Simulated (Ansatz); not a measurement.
# KZnAs4: the cost of one run

Method: DFT PBE, scalar-relativistic, plane waves, PAW, in Ansatz 0.2.0.

## (1) The structure to begin with

The structure is trigonal, space group P-3m1 (No. 164). The conventional cell has a = 4.272 Å, b = 4.272 Å, c = 13.671 Å, α = 90.00°, β = 90.00°, γ = 120.00°. Around K (site symmetry -3m) lie 6 As at 2.96 Å. Zn (site symmetry -3m) has 6 As at 2.96 Å in its first shell of neighbours. As (site symmetry 3m) is surrounded by 3 K at 2.96 Å. As (site symmetry 3m) has 3 Zn at 2.96 Å in its first shell of neighbours.

Structure file:

```
CELL_PARAMETERS angstrom
4.27220 0.00000 0.00000
-2.13610 3.69984 0.00000
0.00000 0.00000 13.67106
ATOMIC_POSITIONS crystal
K 0.00000 0.00000 0.00000
Zn 0.00000 0.00000 0.50000
As 0.33333 0.66667 0.12000
As 0.33333 0.66667 0.62000
As 0.66667 0.33333 0.38000
As 0.66667 0.33333 0.88000
```

The cell is invented: ordered mixture on the cation sites of cadmium iodide (P-3m1, No. 164). Its size is a rough estimate.

## (2) The guess as it stands, on a coarse mesh

input.yaml reads:

```yaml
crystal:
  lattice:
    - [4.27220469, 0.0, 0.0]
    - [-2.13610235, 3.69983779, 0.0]
    - [0.0, 0.0, 13.67105502]
  atoms:
    - { symbol: K, position: [0.0, 0.0, 0.0] }
    - { symbol: Zn, position: [0.0, 0.0, 0.5] }
    - { symbol: As, position: [0.33333333, 0.66666667, 0.12] }
    - { symbol: As, position: [0.33333333, 0.66666667, 0.62] }
    - { symbol: As, position: [0.66666667, 0.33333333, 0.38] }
    - { symbol: As, position: [0.66666667, 0.33333333, 0.88] }
basis:
  ecutwfc: 420
kpoints:
  mp_grid: { grid: [6, 6, 2] }
hamiltonian:
  xc: pbe
scf:
  occupations: { method: gaussian, width: 0.1 }
  lower_state_search: "off"
output:
  forces: true
  stress: true
  eigenvalues: true
```

The run is started by

```
> ansatz run input.yaml --threads 1 --pin off --max-ram 2560MiB --backend cpu --events-out ev --progress --plain --runs-dir out
```

**Question.** How long does this run take on 1 thread of AMD EPYC (Zen 3), shared host, and how much memory does it need?

About 16 s, with a peak of 0.52 GiB.
